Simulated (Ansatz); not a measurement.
Set up this calculation in Ansatz 0.2.0, as the native input.

```yaml
Task: density of states
Functional: PBEsol
Potentials_or_basis: all-electron PAW datasets made for the crystal
Cutoff: 240 eV (chosen from the basis error)
k_mesh: 6 × 6 × 6
Occupations: fermi-dirac, width 0.05 eV
Spin: no spin polarisation
```

Crystal: In3Se.

```
CELL_PARAMETERS angstrom
4.80376 0.00000 0.00000
0.00000 4.80376 0.00000
0.00000 0.00000 4.80376
ATOMIC_POSITIONS crystal
In 0.50000 0.50000 0.00000
In 0.50000 0.00000 0.50000
In 0.00000 0.50000 0.50000
Se 0.00000 0.00000 0.00000
```

The cell comes from a database or a generator and needn't be the stable form of this composition.

These files were run (other wordings do the same):

input.yaml

```yaml
crystal:
  lattice:
    - [4.803758, 0.0, 0.0]
    - [0.0, 4.803758, 0.0]
    - [0.0, 0.0, 4.803758]
  atoms:
    - { symbol: In, position: [0.5, 0.5, 0.0] }
    - { symbol: In, position: [0.5, 0.0, 0.5] }
    - { symbol: In, position: [0.0, 0.5, 0.5] }
    - { symbol: Se, position: [0.0, 0.0, 0.0] }
kpoints:
  mp_grid: { grid: [6, 6, 6] }
scf:
  occupations: { method: fermi_dirac, width: 0.05 }
hamiltonian:
  xc: pbesol
  pseudopotentials: { kind: all_electron, datasets: crystal }
output:
  forces: true
  stress: true
  eigenvalues: true
  dos: { projected: false, de: 0.1, e_range: [-14, 10] }
```

Potentials or basis: all-electron PAW datasets made for the crystal.

The run is started by

```console
$ ansatz run input.yaml --threads 2 --pin off --max-ram 8192MiB --backend cpu --events-out ev --progress --plain --runs-dir out
```

Results of the run:

* Pressure: -2.9 GPa
* Band gap on the k mesh: none (metal or under the smearing width)

Caveat: the program warned that the printed levels may be off, so bands, gaps and densities of states are rough.

Wall time 4.2 s on 2 threads of Arm Neoverse V1, with other jobs on the host, peak memory 0.48 GiB.
